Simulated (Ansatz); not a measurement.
**Os (sc type): a single-point run**

The task is a single-point run on Os (sc type).

Computed with Ansatz 0.2.0 (DFT, PBEsol, PAW with other files of Ansatz's library (core large), scalar-relativistic, unless a step's input says otherwise).

## 1. Starting point

Symmetry: Pm-3m, No. 221, cubic system. The conventional cell has a = 2.444 Å, b = 2.444 Å, c = 2.444 Å, α = 90.00°, β = 90.00°, γ = 90.00°. Os (site symmetry m-3m) has 6 Os at 2.44 Å in its first shell of neighbours.

Coordinates:

```cif
data_structure
_symmetry_space_group_name_H-M 'Pm-3m'
_symmetry_Int_Tables_number 221
_cell_length_a 2.4440
_cell_length_b 2.4440
_cell_length_c 2.4440
_cell_angle_alpha 90.000
_cell_angle_beta 90.000
_cell_angle_gamma 90.000
_cell_volume 14.60
loop_
_atom_site_label
_atom_site_type_symbol
_atom_site_symmetry_multiplicity
_atom_site_Wyckoff_symbol
_atom_site_fract_x
_atom_site_fract_y
_atom_site_fract_z
_atom_site_occupancy
Os1 Os 1 a 0.00000 0.00000 0.00000 1
```

## 2. The run

Contents of input.yaml:

```yaml
crystal:
  lattice:
    - [2.4439752485, 0.0, 0.0]
    - [0.0, 2.4439752485, 0.0]
    - [0.0, 0.0, 2.4439752485]
  atoms:
    - { symbol: Os, position: [0.0, 0.0, 0.0] }
kpoints:
  mp_grid: { grid: [15, 15, 15] }
scf:
  occupations: { method: fermi_dirac, width: 0.1 }
  max_iter: 60
hamiltonian:
  xc: pbesol
  pseudopotentials: { kind: paw, core: large }
output:
  forces: true
  stress: true
  eigenvalues: true
basis:
  ecutwfc: "50 eV"
```

On the command line:

```
$ ansatz run input.yaml --threads 1 --pin off --max-ram 2048MiB --backend cpu --events-out ev --progress --plain --runs-dir out
```

What happens when this is run?

The run ended at the input check. Its message: «inconsistent input (basis.ecutwfc, kpoints): the smallest per-k basis holds n_pw = 7 plane waves (k-point 0, counted from 0 among those solved) but the deck needs at least 9 band(s) per channel ...»

Look at the input: basis.ecutwfc is 50 eV. With so few plane waves the basis is incomplete by a wide margin. At this value the smallest basis holds 7 plane waves, fewer than the 9 bands to be solved.

What to do: delete basis.ecutwfc (the default then holds).
